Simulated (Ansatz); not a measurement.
# Cu(AsH3)H (CuAsH4): single points with varied inputs

How do the results and run time of Cu(AsH3)H (CuAsH4) respond when the settings are drawn wide?

Computed with Ansatz 0.2.0, Gaussian basis. Level: the settings change from run to run.

**1. The relaxed structure**

The geometry comes from an earlier relaxation with B3LYP-D4 in a triple-zeta def2 set; it is a stationary point.

6 atoms, charge 0, spin multiplicity 1.

Atoms are counted from 1 here; the program's logs count them from 0.

Bond lengths: Cu1–As2 2.374 Å, Cu1–H6 1.513 Å, As2–H3 1.512 Å, As2–H4 1.512 Å, As2–H5 1.512 Å. Angles: As2–Cu1–H6 179.9°, Cu1–As2–H3 120.4°, Cu1–As2–H4 120.5°, Cu1–As2–H5 120.3°, H3–As2–H4 96.6°, H3–As2–H5 96.6°, H4–As2–H5 96.6°.

**2. PBE0/def2-SVPD**

This run has D3(BJ) dispersion.

The input, in.yaml:

```yaml
crystal:
  periodic: [false, false, false]
  atoms:
    - {symbol: Cu, position_ang: [0.001118, 0.010793, -1.713116]}
    - {symbol: As, position_ang: [-0.001434, -0.005502, 0.660723]}
    - {symbol: H, position_ang: [0.817514, -1.024241, 1.420733]}
    - {symbol: H, position_ang: [-1.289555, -0.211304, 1.425279]}
    - {symbol: H, position_ang: [0.468019, 1.206937, 1.432498]}
    - {symbol: H, position_ang: [0.004338, 0.023308, -3.226128]}
basis:
  gaussian: {orbitals: def2-SVPD}
hamiltonian: {xc: {name: PBE0}, dispersion: d3bj}
scf: {omitted_lower_state_checks: [starts]}
output: {forces: true}
```

Command:

```sh
ansatz run in.yaml --threads 4 --pin off --events-out ev --progress --plain --max-ram 3916MiB
```

Output (excerpt; [...] marks lines left out):

```text
Functional definition: PBE0
  name "PBE0"
  cite "Adamo & Barone, J. Chem. Phys. 110, 6158 (1999) doi:10.1063/1.478522"
  cite "Perdew, Burke & Ernzerhof, Phys. Rev. Lett. 77, 3865 (1996) doi:10.1103/PhysRevLett.77.3865"
  parent pbe
[...]
1040 factors; integrals over basis functions are off by at most 9.5e-4 eV
[...]
mean field -105518.85779296 eV, -3877.7465006407 hartree, gradient 2.8e-5 eV, S^2 0.000000; 0 other end points of the search recorded, 0 dependent functions left out
[...]
reference -105518.85783269 eV, -3877.7465021005 hartree; 33, 33 occupied and 71, 71 virtual orbitals, 1040 factors
Total energy: -105518.94990550 eV, -3877.7498857139 hartree
Atom 0 at     0.001118     0.010793    -1.713116 Å, force    -0.000548    -0.002240     0.280208 eV/Å
Atom 1 at    -0.001434    -0.005502     0.660723 Å, force     0.000733     0.001829    -0.168113 eV/Å
Atom 2 at     0.817514    -1.024241     1.420733 Å, force     0.001845    -0.002330    -0.017772 eV/Å
Atom 3 at    -1.289555    -0.211304     1.425279 Å, force    -0.003023    -0.000438    -0.018262 eV/Å
Atom 4 at     0.468019     1.206937     1.432498 Å, force     0.001091     0.002986    -0.016450 eV/Å
Atom 5 at     0.004338     0.023308    -3.226128 Å, force    -0.000099     0.000193    -0.059610 eV/Å
Dipole moment:    -0.001901    -0.009018     1.193618 e Å
Checks for a lower state left out: starts
```

It took 1.5 s on 4 threads of Arm Neoverse V1, shared host.

Largest force 0.280 eV/Å, dipole 5.73 D.

**3. wB97X-V/6-31G**

This run has atoms shaken by 0.03 Å.

The input, in.yaml:

```yaml
crystal:
  periodic: [false, false, false]
  atoms:
    - {symbol: Cu, position_ang: [-0.017587, 0.008348, -1.761141]}
    - {symbol: As, position_ang: [0.003972, 0.016316, 0.688308]}
    - {symbol: H, position_ang: [0.815939, -0.997537, 1.383196]}
    - {symbol: H, position_ang: [-1.297341, -0.184222, 1.395106]}
    - {symbol: H, position_ang: [0.451253, 1.189964, 1.403397]}
    - {symbol: H, position_ang: [-0.054271, -0.026397, -3.214452]}
basis:
  gaussian: {orbitals: 6-31G}
hamiltonian: {xc: {name: wB97X-V}}
scf: {omitted_lower_state_checks: [starts]}
output: {forces: true}
```

Launched as before.

Output (excerpt; [...] marks lines left out):

```text
Functional definition: wB97X-V
  name "wB97X-V"
  cite "Mardirossian & Head-Gordon, Phys. Chem. Chem. Phys. 16, 9904 (2014) doi:10.1039/C3CP54374A"
  cite "Becke, J. Chem. Phys. 107, 8554 (1997) doi:10.1063/1.475007"
  cite "Vydrov & Van Voorhis, J. Chem. Phys. 133, 244103 (2010) doi:10.1063/1.3521275"
[...]
      + integral(e_c_pw_opposite_spin*poly(b97_u_opposite, cos0, cos1)) + vv10(b, c)
[...]
660 factors; integrals over basis functions are off by at most 3.9e-4 eV
157 factors; integrals over basis functions are off by at most 1.4e-3 eV
[...]
mean field -105516.97279969 eV, -3877.6772284155 hartree, gradient 1.6e-5 eV, S^2 0.000000; 0 other end points of the search recorded, 0 dependent functions left out
[...]
reference -105516.97279766 eV, -3877.6772283409 hartree; 33, 33 occupied and 33, 33 virtual orbitals, 660 factors
Total energy: -105516.97279766 eV, -3877.6772283409 hartree
Atom 0 at    -0.017587     0.008348    -1.761141 Å, force     0.012044     0.010382     1.215326 eV/Å
Atom 1 at     0.003972     0.016316     0.688308 Å, force    -0.593680    -0.548954    -1.990285 eV/Å
Atom 2 at     0.815939    -0.997537     1.383196 Å, force     0.333658    -0.467640     0.355180 eV/Å
Atom 3 at    -1.297341    -0.184222     1.395106 Å, force    -0.175708    -0.073144     0.132976 eV/Å
Atom 4 at     0.451253     1.189964     1.403397 Å, force     0.428844     1.084036     0.657755 eV/Å
Atom 5 at    -0.054271    -0.026397    -3.214452 Å, force    -0.005158    -0.004681    -0.370951 eV/Å
Dipole moment:     0.026673     0.020226     1.272246 e Å
Checks for a lower state left out: starts
```

It took 3.2 s on 4 threads of Arm Neoverse V1, shared host.

Largest force 2.148 eV/Å, dipole 6.11 D.

**4. B3LYP/def2-mTZVP**

This run has atoms shaken by 0.15 Å, D3(BJ) dispersion.

The input, in.yaml:

```yaml
crystal:
  periodic: [false, false, false]
  atoms:
    - {symbol: Cu, position_ang: [-0.314947, 0.086734, -1.875398]}
    - {symbol: As, position_ang: [0.055388, -0.088678, 0.502330]}
    - {symbol: H, position_ang: [0.743472, -0.725013, 1.362929]}
    - {symbol: H, position_ang: [-1.354412, -0.023062, 1.371846]}
    - {symbol: H, position_ang: [0.430421, 1.018660, 1.270325]}
    - {symbol: H, position_ang: [-0.005435, 0.065260, -3.219293]}
basis:
  gaussian: {orbitals: def2-mTZVP}
hamiltonian: {xc: {name: B3LYP}, dispersion: d3bj}
output: {forces: true}
```

Launched as before.

Output (excerpt; [...] marks lines left out):

```text
Functional definition: B3LYP
  name "B3LYP"
  cite "Stephens, Devlin, Chabalowski & Frisch, J. Phys. Chem. 98, 11623 (1994) doi:10.1021/j100096a001"
  cite "Becke, Phys. Rev. A 38, 3098 (1988) doi:10.1103/PhysRevA.38.3098"
  cite "Lee, Yang & Parr, Phys. Rev. B 37, 785 (1988) doi:10.1103/PhysRevB.37.785"
  cite "Vosko, Wilk & Nusair, Can. J. Phys. 58, 1200 (1980) doi:10.1139/p80-159"
[...]
888 factors; integrals over basis functions are off by at most 8.4e-4 eV
[...]
mean field -105547.74456487 eV, -3878.8080699280 hartree, gradient 7.3e-5 eV, S^2 0.000000; 0 other end points of the search recorded, 0 dependent functions left out
[...]
reference -105547.74482577 eV, -3878.8080795160 hartree; 33, 33 occupied and 48, 48 virtual orbitals, 888 factors
Total energy: -105547.94035979 eV, -3878.8152652588 hartree
Atom 0 at    -0.314947     0.086734    -1.875398 Å, force     0.164975    -0.240558     2.316339 eV/Å
Atom 1 at     0.055388    -0.088678     0.502330 Å, force    -6.745161     2.670462    -4.814962 eV/Å
Atom 2 at     0.743472    -0.725013     1.362929 Å, force     4.104600    -5.022246     4.961381 eV/Å
Atom 3 at    -1.354412    -0.023062     1.371846 Å, force     1.420872    -0.516244    -0.890346 eV/Å
Atom 4 at     0.430421     1.018660     1.270325 Å, force     0.854791     3.018202     0.874557 eV/Å
Atom 5 at    -0.005435     0.065260    -3.219293 Å, force     0.199923     0.090386    -2.446969 eV/Å
Dipole moment:     0.036686    -0.054482     1.029886 e Å
```

It took 1.1 s on 4 threads of Arm Neoverse V1, shared host.

Largest force 8.707 eV/Å, dipole 4.96 D.

**5. BLYP/aug-cc-pVDZ**

This run has a point charge of -1.00 e beside it, the search for lower states set to full.

The input, in.yaml:

```yaml
crystal:
  periodic: [false, false, false]
  atoms:
    - {symbol: Cu, position_ang: [0.001118, 0.010793, -1.713116]}
    - {symbol: As, position_ang: [-0.001434, -0.005502, 0.660723]}
    - {symbol: H, position_ang: [0.817514, -1.024241, 1.420733]}
    - {symbol: H, position_ang: [-1.289555, -0.211304, 1.425279]}
    - {symbol: H, position_ang: [0.468019, 1.206937, 1.432498]}
    - {symbol: H, position_ang: [0.004338, 0.023308, -3.226128]}
basis:
  gaussian: {orbitals: aug-cc-pVDZ, point_charges: [{charge: -1.00, position_ang: [5.480, -0.898, -0.565]}]}
hamiltonian: {xc: {name: BLYP}}
scf: {lower_state_search: full}
output: {forces: true}
```

Same command.

Output (excerpt; [...] marks lines left out):

```text
Functional definition: BLYP
  name "BLYP"
  cite "Becke, Phys. Rev. A 38, 3098 (1988) doi:10.1103/PhysRevA.38.3098"
  cite "Lee, Yang & Parr, Phys. Rev. B 37, 785 (1988) doi:10.1103/PhysRevB.37.785"
[...]
1280 factors; their error is unknown
[...]
mean field -105551.17906665 eV, -3878.9342855406 hartree, gradient 3.2e-5 eV, S^2 0.000000; 4 other end points of the search recorded, 0 dependent functions left out
[...]
reference -105551.17947683 eV, -3878.9343006142 hartree; 33, 33 occupied and 98, 98 virtual orbitals, 1280 factors
Total energy: -105551.17947683 eV, -3878.9343006142 hartree
Atom 0 at     0.001118     0.010793    -1.713116 Å, force     0.040602    -0.003588     0.054546 eV/Å
Atom 1 at    -0.001434    -0.005502     0.660723 Å, force     0.212649    -0.055002    -0.669334 eV/Å
Atom 2 at     0.817514    -1.024241     1.420733 Å, force     0.198274    -0.234616     0.172242 eV/Å
Atom 3 at    -1.289555    -0.211304     1.425279 Å, force    -0.382481    -0.039716     0.244820 eV/Å
Atom 4 at     0.468019     1.206937     1.432498 Å, force     0.100961     0.307888     0.212809 eV/Å
Atom 5 at     0.004338     0.023308    -3.226128 Å, force    -0.105350     0.015762    -0.088659 eV/Å
Dipole moment:     0.235043    -0.050269     1.047403 e Å
```

Run time: 6.5 s. Hardware: 4 threads of Arm Neoverse V1, shared host.

Largest force 0.704 eV/Å, dipole 5.16 D.

**6. The runs in one table**

```
           level  charge  multiplicity               geometry  functions  energy (eV)   time
  PBE0/def2-SVPD       0             1                relaxed        104  -105518.950  1.5 s
   wB97X-V/6-31G       0             1                 shaken         66  -105516.973  3.2 s
B3LYP/def2-mTZVP       0             1                 shaken         81  -105547.940  1.1 s
BLYP/aug-cc-pVDZ       0             1  relaxed, point charge        131  -105551.179  6.5 s
```

**7. Outcome**

| quantity | value |
| --- | --- |
| runs | 4 |
| quickest | B3LYP/def2-mTZVP, 1.1 s |
| slowest | BLYP/aug-cc-pVDZ, 6.5 s |

**Reading.** The runs differ in state or geometry as well as level, so their energies can't be set against each other. Run time spans a factor of 6, from B3LYP/def2-mTZVP to BLYP/aug-cc-pVDZ. The jobs differ in tasks and options as well as level. At the B3LYP-D4/def2-TZVP geometry and in the same state, the sound runs without point charges leave forces up to 0.28 eV/Å (PBE0/def2-SVPD), against 8.7 eV/Å where the atoms were moved.
